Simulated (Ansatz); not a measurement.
# CH7FN2OSi: inversion of the pyramid at N1, part 2 of 2

Wanted: the energy profile along the inversion of the pyramid at N1, from relaxed end points and a band of images. SMILES of the start: NC(O)(F)N[SiH3].

Ansatz 0.2.0; RKS B3LYP-D4/def2-SVP. Earlier steps stand in the parts before.

**5. Nudged elastic band**

crystal.atoms is end A as relaxed above, and neb.final_atoms is end B, turned to lie on A. With 7 inner images the band has 9 in all.

input.yaml reads:

```yaml
crystal:
  periodic: [false, false, false]
  atoms:
    - { symbol: "N", position_ang: [-0.390603, -1.645072, -0.960361] }
    - { symbol: C, position_ang: [-0.035513, -0.883532, 0.173817] }
    - { symbol: O, position_ang: [0.773562, -1.645471, 1.004578] }
    - { symbol: F, position_ang: [-1.201372, -0.577103, 0.907519] }
    - { symbol: "N", position_ang: [0.521573, 0.392713, -0.145339] }
    - { symbol: Si, position_ang: [-0.304959, 1.924016, 0.044669] }
    - { symbol: H, position_ang: [-0.296582, -2.64495, -0.805872] }
    - { symbol: H, position_ang: [0.086494, -1.343618, -1.80115] }
    - { symbol: H, position_ang: [0.898228, -1.147813, 1.8267] }
    - { symbol: H, position_ang: [1.484117, 0.352981, -0.462486] }
    - { symbol: H, position_ang: [-0.563787, 2.292926, 1.466583] }
    - { symbol: H, position_ang: [0.64323, 2.920144, -0.535217] }
    - { symbol: H, position_ang: [-1.593786, 1.97008, -0.698639] }
basis:
  gaussian: { orbitals: def2-SVP }
hamiltonian:
  xc: b3lyp
  dispersion: d4
neb:
  order_check: false
  images: 7
  f_tol: 0.03
  max_iterations: 60
  initial_path: idpp
  final_atoms:
    - { symbol: "N", position_ang: [0.0389895, -1.72485534, -0.99563772] }
    - { symbol: C, position_ang: [0.07470752, -0.8985635, 0.14525468] }
    - { symbol: O, position_ang: [0.73481289, -1.59405001, 1.13150628] }
    - { symbol: F, position_ang: [-1.2405924, -0.61619093, 0.63785835] }
    - { symbol: "N", position_ang: [0.60052376, 0.39954707, -0.12459922] }
    - { symbol: Si, position_ang: [-0.27026891, 1.9038758, 0.07611716] }
    - { symbol: H, position_ang: [-0.25370173, -2.67103319, -0.75885079] }
    - { symbol: H, position_ang: [-0.57090667, -1.33418267, -1.70892024] }
    - { symbol: H, position_ang: [0.86781173, -0.98500865, 1.87112908] }
    - { symbol: H, position_ang: [1.48437056, 0.37182312, -0.62211764] }
    - { symbol: H, position_ang: [-0.63856295, 2.16700213, 1.49589262] }
    - { symbol: H, position_ang: [0.69730166, 2.9456205, -0.37566643] }
    - { symbol: H, position_ang: [-1.50388297, 2.00131667, -0.75716414] }
```

On the command line:

```
ansatz run input.yaml --threads 2 --pin off --max-ram 3072MiB --backend cpu --events-out ev --progress --plain --runs-dir out
```

Standard output, cut to the lines that bear on the results:

```text
Warning: RAYON_NUM_THREADS=2 ignored (pool sized by the plan → 2); use --threads N
[...]
Functional definition: B3LYP
[...]
1336 factors; integrals over basis functions are off by at most 4.5e-4 eV
[...]
mean field -16764.63229226 eV, -616.0888732646 hartree, gradient 2.3e-5 eV, S^2 0.000000; 0 other end points of the search recorded, 0 dependent functions left out
[...]
Atom 9 at     1.432800     0.324748    -0.644518 Å, force     0.001523     0.001501     0.000511 eV/Å
Atom 10 at    -0.413153     2.210518     1.529068 Å, force     0.003641    -0.002799     0.001382 eV/Å
Atom 11 at     0.704175     2.919696    -0.498693 Å, force     0.001904    -0.002722     0.000132 eV/Å
Atom 12 at    -1.575920     2.088295    -0.588018 Å, force     0.000164    -0.002095    -0.003466 eV/Å
Dipole moment:     0.414648    -0.090349    -0.221917 e Å
this run last wrote the band of iteration 10 to <dir>
```

Wall time 4.1 min (2 threads of Arm Neoverse V2, shared host); peak memory 0.31 GiB.

**6. The band, image by image**

Images 0 and 8 are the ends. Energies count from image 0; the path length is the program's own measure over all atoms.

| image | path (Å) | energy (eV) | sum of angles at N1 (°) | band force (eV/Å) |
| --- | --- | --- | --- | --- |
| 0 | 0.000 | 0.0000 | 337.6 | - |
| 1 | 0.230 | -0.0007 | 340.6 | 0.005 |
| 2 | 0.459 | -0.0011 | 343.8 | 0.007 |
| 3* | 0.689 | 0.0021 | 355.0 | 0.004 |
| 4 | 0.884 | -0.0267 | 359.5 | 0.005 |
| 5 | 1.079 | -0.1008 | 349.0 | 0.013 |
| 6 | 1.274 | -0.1397 | 335.3 | 0.017 |
| 7 | 1.469 | -0.1447 | 333.5 | 0.014 |
| 8 | 1.664 | -0.1461 | 332.7 | - |

The star marks the climbing image.

image, energy (eV) and a bar:
```
        0      0.000 ##############################
        1     -0.001 #############################
        2     -0.001 #############################
        3      0.002 ##############################
        4     -0.027 ########################
        5     -0.101 #########
        6     -0.140 #
        7     -0.145 
        8     -0.146
```

The top of the band by iteration:

| iteration | highest image above image 0 (eV) | largest band force (eV/Å) |
| --- | --- | --- |
| 1 | 0.0521 | 0.805 |
| 2 | 0.0150 | 0.276 |
| 3 | 0.0113 | 0.157 |
| 4 | 0.0076 | 0.093 |
| 5 | 0.0049 | 0.129 |
| 6 | 0.0044 | 0.162 |
| 7 | 0.0032 | 0.094 |
| 8 | 0.0025 | 0.042 |
| 9 | 0.0022 | 0.050 |
| 10 | 0.0021 | 0.017 |

Positions of all images (Å):

```xyz
13
image=0 dE=0.0000
N    -0.391   -1.645   -0.960
C    -0.036   -0.884    0.174
O     0.774   -1.645    1.005
F    -1.201   -0.577    0.908
N     0.522    0.393   -0.145
Si   -0.305    1.924    0.045
H    -0.297   -2.645   -0.806
H     0.086   -1.344   -1.801
H     0.898   -1.148    1.827
H     1.484    0.353   -0.462
H    -0.564    2.293    1.467
H     0.643    2.920   -0.535
H    -1.594    1.970   -0.699
13
image=1 dE=-0.0007
N    -0.361   -1.695   -0.944
C    -0.045   -0.886    0.164
O     0.742   -1.617    1.042
F    -1.229   -0.551    0.864
N     0.507    0.384   -0.189
Si   -0.287    1.926    0.053
H    -0.184   -2.682   -0.788
H     0.015   -1.353   -1.819
H     0.830   -1.099    1.856
H     1.463    0.336   -0.524
H    -0.505    2.271    1.488
H     0.666    2.915   -0.530
H    -1.591    2.015   -0.658
13
image=2 dE=-0.0011
N    -0.327   -1.740   -0.925
C    -0.052   -0.888    0.155
O     0.713   -1.586    1.076
F    -1.254   -0.527    0.820
N     0.493    0.378   -0.230
Si   -0.268    1.927    0.062
H    -0.071   -2.708   -0.771
H    -0.065   -1.374   -1.830
H     0.757   -1.052    1.882
H     1.440    0.322   -0.589
H    -0.452    2.244    1.508
H     0.690    2.912   -0.520
H    -1.584    2.058   -0.621
13
image=3 dE=0.0021
N    -0.232   -1.770   -0.914
C    -0.033   -0.887    0.141
O     0.700   -1.546    1.115
F    -1.269   -0.519    0.761
N     0.493    0.379   -0.266
Si   -0.252    1.926    0.073
H    -0.048   -2.750   -0.752
H    -0.166   -1.412   -1.853
H     0.679   -0.998    1.913
H     1.433    0.325   -0.645
H    -0.413    2.211    1.529
H     0.704    2.920   -0.499
H    -1.576    2.088   -0.588
13
image=4 dE=-0.0267
N    -0.101   -1.771   -0.922
C    -0.002   -0.890    0.140
O     0.701   -1.537    1.141
F    -1.274   -0.542    0.719
N     0.508    0.384   -0.255
Si   -0.247    1.926    0.072
H    -0.127   -2.763   -0.743
H    -0.262   -1.413   -1.849
H     0.661   -0.981    1.931
H     1.440    0.332   -0.650
H    -0.416    2.215    1.527
H     0.708    2.921   -0.500
H    -1.569    2.086   -0.594
13
image=5 dE=-0.1008
N     0.013   -1.779   -0.941
C     0.026   -0.894    0.136
O     0.700   -1.530    1.162
F    -1.276   -0.579    0.657
N     0.527    0.387   -0.240
Si   -0.241    1.926    0.070
H    -0.202   -2.746   -0.727
H    -0.357   -1.417   -1.810
H     0.648   -0.961    1.942
H     1.451    0.340   -0.655
H    -0.422    2.216    1.523
H     0.713    2.923   -0.499
H    -1.561    2.080   -0.603
13
image=6 dE=-0.1397
N     0.063   -1.786   -0.959
C     0.049   -0.897    0.129
O     0.688   -1.529    1.175
F    -1.278   -0.602    0.584
N     0.561    0.388   -0.218
Si   -0.231    1.919    0.068
H    -0.254   -2.717   -0.698
H    -0.463   -1.421   -1.748
H     0.675   -0.924    1.929
H     1.477    0.345   -0.651
H    -0.457    2.199    1.517
H     0.725    2.930   -0.472
H    -1.534    2.060   -0.640
13
image=7 dE=-0.1447
N     0.038   -1.771   -0.959
C     0.049   -0.896    0.144
O     0.680   -1.553    1.177
F    -1.273   -0.585    0.597
N     0.587    0.385   -0.177
Si   -0.228    1.915    0.053
H    -0.270   -2.704   -0.694
H    -0.534   -1.404   -1.714
H     0.760   -0.926    1.908
H     1.487    0.334   -0.641
H    -0.536    2.194    1.485
H     0.752    2.928   -0.435
H    -1.490    2.046   -0.729
13
image=8 dE=-0.1461
N    -0.005   -1.747   -0.957
C     0.056   -0.897    0.165
O     0.706   -1.584    1.163
F    -1.250   -0.574    0.658
N     0.609    0.383   -0.137
Si   -0.228    1.911    0.035
H    -0.317   -2.681   -0.698
H    -0.609   -1.359   -1.676
H     0.856   -0.962    1.888
H     1.489    0.325   -0.638
H    -0.582    2.214    1.450
H     0.760    2.920   -0.445
H    -1.463    2.017   -0.794
```

**7. Vibrations at the top**

The geometry is the highest inner image of the first converged band.

input.yaml reads:

```yaml
crystal:
  periodic: [false, false, false]
  atoms:
    - { symbol: "N", position_ang: [-0.231758, -1.770395, -0.913848] }
    - { symbol: C, position_ang: [-0.032619, -0.88685, 0.14074] }
    - { symbol: O, position_ang: [0.70046, -1.545778, 1.115] }
    - { symbol: F, position_ang: [-1.269447, -0.519388, 0.760628] }
    - { symbol: "N", position_ang: [0.493434, 0.379195, -0.265811] }
    - { symbol: Si, position_ang: [-0.252147, 1.925729, 0.072645] }
    - { symbol: H, position_ang: [-0.048424, -2.750396, -0.75193] }
    - { symbol: H, position_ang: [-0.16628, -1.411707, -1.853393] }
    - { symbol: H, position_ang: [0.679482, -0.998366, 1.912932] }
    - { symbol: H, position_ang: [1.4328, 0.324748, -0.644518] }
    - { symbol: H, position_ang: [-0.413153, 2.210518, 1.529068] }
    - { symbol: H, position_ang: [0.704175, 2.919696, -0.498693] }
    - { symbol: H, position_ang: [-1.57592, 2.088295, -0.588018] }
basis:
  gaussian: { orbitals: def2-SVP }
hamiltonian:
  xc: b3lyp
  dispersion: d4
phonons: {}
```

On the command line:

```
ansatz run input.yaml --threads 2 --pin off --max-ram 3072MiB --backend cpu --events-out ev --progress --plain --runs-dir out
```

Standard output, cut to the lines that bear on the results:

```text
Warning: RAYON_NUM_THREADS=2 ignored (pool sized by the plan → 2); use --threads N
[...]
[... 1 set-up line as earlier in the session ...]
[...]
1336 factors; integrals over basis functions are off by at most 4.2e-4 eV
[...]
mean field -16764.63039119 eV, -616.0888034015 hartree, gradient 8.7e-6 eV, S^2 0.000000; 0 other end points of the search recorded, 0 dependent functions left out
[...]
reference -16764.63066056 eV, -616.0888133007 hartree; 29, 29 occupied and 94, 94 virtual orbitals, 1336 factors
[...]
WARN: phonons: modes at or below zero, which the zero-point energy, F, S and C_V leave out: 1, the lowest at -314.10 cm⁻¹. A minimum has none, and a first-order saddle one
[...]
Atom 10 at    -0.413153     2.210518     1.529068 Å, force     0.003603    -0.002664     0.001384 eV/Å
Atom 11 at     0.704175     2.919696    -0.498693 Å, force     0.001915    -0.002732     0.000100 eV/Å
Atom 12 at    -1.575920     2.088295    -0.588018 Å, force     0.000154    -0.002051    -0.003387 eV/Å
Dipole moment:     0.414646    -0.090344    -0.221917 e Å
Vibrations: -314.10 54.77 169.18 198.23 254.70 314.35 366.55 411.48 480.19 530.15 570.43 594.28 706.61 719.89 786.28 921.65 949.35 968.31 993.28 1006.56 1057.53 1200.19 1305.14 1360.59 1441.17 1584.95 2211.08 2220.53 2238.00 3618.07 3622.91 3759.59 3809.70 cm⁻¹, zero-point energy 2.506073 eV
```

It took 2.8 min on 2 threads of Arm Neoverse V2, shared host; peak memory 0.3 GiB.

Of 33 modes, 1 is imaginary by more than 30 cm⁻¹ (314i cm⁻¹).

**8. What came out**

This closing draws on all 2 parts.

| quantity | value |
| --- | --- |
| end A | 17 moves, 1.039 eV lower |
| end B | 15 moves, 1.283 eV lower |
| barrier forwards | 0.002 eV |
| barrier backwards | 0.148 eV |
| second end relative to first | -0.146 eV |
| highest image | 3 of 0 to 8, climbing |
| band iterations | 10 |
| imaginary modes at the top | 314i cm⁻¹ |

In words: The barrier from the first end is 0.002 eV, 0.1 times kT at 300 K. Going back costs 0.15 eV, since the second end is 0.15 eV below the first. One side of the top is under 10 meV high, within the band's own error, so that end is barely a minimum along this path. One imaginary mode, as a first-order saddle point has. Zero-point energy and entropy are left out. Tunnelling, which matters where hydrogen moves, is missing too.
